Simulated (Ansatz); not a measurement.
# YPO4 (Xenotime-(Y)): the cost of one run

Computed with Ansatz 0.2.0 (DFT r2SCAN, scalar-relativistic, plane waves, PAW, unless a step's input says otherwise).

## Step 1: The structure to begin with

The structure is tetragonal, space group I4_1/amd (No. 141). The conventional cell has a = 6.904 Å, b = 6.904 Å, c = 6.025 Å, α = 90.00°, β = 90.00°, γ = 90.00°. Around Y (site symmetry -4m2) lie 8 O at 2.31 to 2.38 Å. P (site symmetry -4m2) has 4 O at 1.54 Å as nearest neighbours. Around O (site symmetry m) lie 1 P at 1.54 Å.

Coordinates:

```cif
data_structure
_symmetry_space_group_name_H-M 'P 1'
_symmetry_Int_Tables_number 1
_cell_length_a 5.7366
_cell_length_b 5.7366
_cell_length_c 5.7366
_cell_angle_alpha 106.009
_cell_angle_beta 106.009
_cell_angle_gamma 116.643
_cell_volume 143.60
loop_
_atom_site_label
_atom_site_type_symbol
_atom_site_fract_x
_atom_site_fract_y
_atom_site_fract_z
_atom_site_occupancy
Y1 Y 0.75000 0.25000 0.50000 1
Y2 Y 0.00000 0.00000 0.00000 1
P1 P 0.50000 0.50000 0.00000 1
P2 P 0.25000 0.75000 0.50000 1
O1 O 0.16604 0.34067 0.82537 1
O2 O 0.09067 0.76530 0.67463 1
O3 O 0.51530 0.34067 0.17463 1
O4 O 0.09067 0.41604 0.32537 1
O5 O 0.58396 0.90933 0.67463 1
O6 O 0.65933 0.83396 0.17463 1
O7 O 0.23470 0.90933 0.32537 1
O8 O 0.65933 0.48470 0.82537 1
```

It is the result of an earlier relaxation at this level (volume 11.97 Å³/atom; gap on the mesh: 6.59 eV).

## Step 2: Volume × 0.97

input.yaml

```yaml
crystal:
  lattice:
    - [-3.4171469678, 3.4171469678, 2.9821835419]
    - [3.4171469678, -3.4171469678, 2.9821835419]
    - [3.4171469678, 3.4171469678, -2.9821835419]
  atoms:
    - { symbol: "Y", position: [0.75, 0.25, 0.5] }
    - { symbol: "Y", position: [0.0, 0.0, 0.0] }
    - { symbol: P, position: [0.5, 0.5, 0.0] }
    - { symbol: P, position: [0.25, 0.75, 0.5] }
    - { symbol: O, position: [0.1660433826, 0.3406703177, 0.8253730649] }
    - { symbol: O, position: [0.0906703177, 0.7652972529, 0.6746269351] }
    - { symbol: O, position: [0.5152972529, 0.3406703177, 0.1746269351] }
    - { symbol: O, position: [0.0906703177, 0.4160433826, 0.3253730649] }
    - { symbol: O, position: [0.5839566174, 0.9093296823, 0.6746269351] }
    - { symbol: O, position: [0.6593296823, 0.8339566174, 0.1746269351] }
    - { symbol: O, position: [0.2347027471, 0.9093296823, 0.3253730649] }
    - { symbol: O, position: [0.6593296823, 0.4847027471, 0.8253730649] }
basis:
  ecutwfc: 500
kpoints:
  mp_grid: { grid: [6, 6, 6] }
hamiltonian:
  xc: r2scan
scf:
  occupations: { method: gaussian, width: 0.02 }
output:
  forces: true
  stress: true
  eigenvalues: true
relax:
  adjacent_minimum: "off"
  f_tol: 0.01
  max_steps: 30
  cell: { stress_tol: 0.1, fix: [volume] }
```

Started as:

```console
$ ansatz run input.yaml --threads 4 --pin off --max-ram 10240MiB --backend cpu --events-out ev --progress --plain --runs-dir out
```

What time and memory should one allow on 4 threads of Intel Xeon Platinum 8375C at 2.90GHz (Ice Lake), shared host?

About 25 s, with a peak of 1.1 GiB.
